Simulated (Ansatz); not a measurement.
RuW: equation of state with PBE

The system is RuW.

```
W Ru
1.0
     2.76681    0.00000    0.00000
    -1.38340    2.39613    0.00000
     0.00000    0.00000    4.46224
W Ru
1 1
Direct
  0.66667 0.33333 0.00000
  0.00000 0.00000 0.50000
```

The cell comes from a database or a generator and needn't be the stable form of this composition.

```
Program             : Ansatz 0.2.0
Task                : equation of state
Functional          : PBE
Potentials or basis : PseudoDojo standard
Cutoff              : 1143 eV
Density cutoff      : 4572 eV
k mesh              : 11 × 11 × 6
Occupations         : fermi-dirac, width 0.05 eV
Spin                : no spin polarisation
```

The equilibrium volume is 15.00 Å³/atom and the bulk modulus at fixed shape and positions is 300 GPa. The pressure derivative of the bulk modulus is 4.5.

Energy against volume, from the lowest point:
| volume (Å³/atom) | energy (meV/atom) |
| --- | --- |
| 13.904 | 84.98 |
| 14.200 | 43.24 |
| 14.496 | 16.13 |
| 14.791 | 2.17 |
| 15.087 | 0.00 |
| 15.383 | 8.42 |
| 15.679 | 26.32 |

All runs of the series together: 54 s on 2 threads of Intel(R) Xeon(R) Processor @ 2.70GHz, with other jobs on the host.

Caveat: the cell was scaled at fixed shape and fractional positions, which overstates the stiffness of a crystal with free parameters, most of all of layers and chains. The run has no spin-orbit coupling, so splittings on W are missing.
